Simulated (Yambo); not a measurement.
## HPbNO4 in Yambo: convergence with bands in self energy

The system is HPbNO4.

```
H Pb N O
1.0
     3.85404    0.14384    0.09012
    -0.25320    5.52698    0.16471
    -0.48197   -1.92720    5.72025
H Pb N O
1 1 1 4
Direct
  0.10913 0.65718 0.54463
  0.61029 0.52127 0.15100
  0.91580 0.96263 0.95867
  0.01384 0.13639 0.88084
  0.72398 0.01057 0.12858
  0.00389 0.73732 0.87043
  0.11927 0.59324 0.37651
```

The cell was built by a generator and needn't be a form met in nature.

| Quantity | Value |
| --- | --- |
| Program | Yambo 5.3.0 |
| Task | G0W0 quasiparticle levels |
| Functional | PBE |
| Potentials or basis | PseudoDojo 0.4.1 SR PBE standard |
| Cutoff | 1143 eV |
| Density cutoff | 4572 eV |
| k mesh | 4 × 4 × 2 |
| Occupations | fixed |
| Spin | no spin polarisation |
| k mesh of the self-consistent run | 8 × 6 × 6 |
| Random integration of the Coulomb term | yes |
| Direction of the field or of q to 0 | x + y + z |
| Broadening | 0.1 eV |
| States corrected | Γ and the k points of the band edges |
| Frequency dependence of W | plasmon pole |
| Terminator of the band sum in the self-energy | none |
| Quasiparticle equation | linearised (Newton) |
| Imaginary frequency of the plasmon-pole fit | 27.2114 eV |
| Bands in the response | 82 |
| Bands in the self-energy | 27 |
| Cutoff of the response matrix | 15 Ry |
| Cutoff of exchange and Vxc | 84 Ry |
| Bands corrected (first, last) | [20, 23] |

These are the settings of the first run; the series varies bands in self energy, with any setting tied to it.

```
bands in self energy  quasiparticle gap at the points computed (eV)
                  27                                          6.322
                  32                                          6.262
                  42                                          6.274
                  62                                          6.294
                  82                                          6.290
```

Against the tightest run, the quasiparticle gap at the points computed stays within 0.05 eV from 27 on. The tightest run that finished is the yardstick and may itself not be fully converged.

Caveat, for the tightest run too: the k mesh is coarse (spacing up to 0.54 Å⁻¹), so the values aren't converged; the potentials hold a filled d shell without the s and p states of that shell, which can shift GW gaps by tenths of an eV, either way; the screening block or the number of bands is too small for a converged GW gap; this version prints the column dSc/dw multiplied by 27.2; spin-orbit coupling is left out, which as a rule narrows the gap of such compounds by several tenths of an eV.
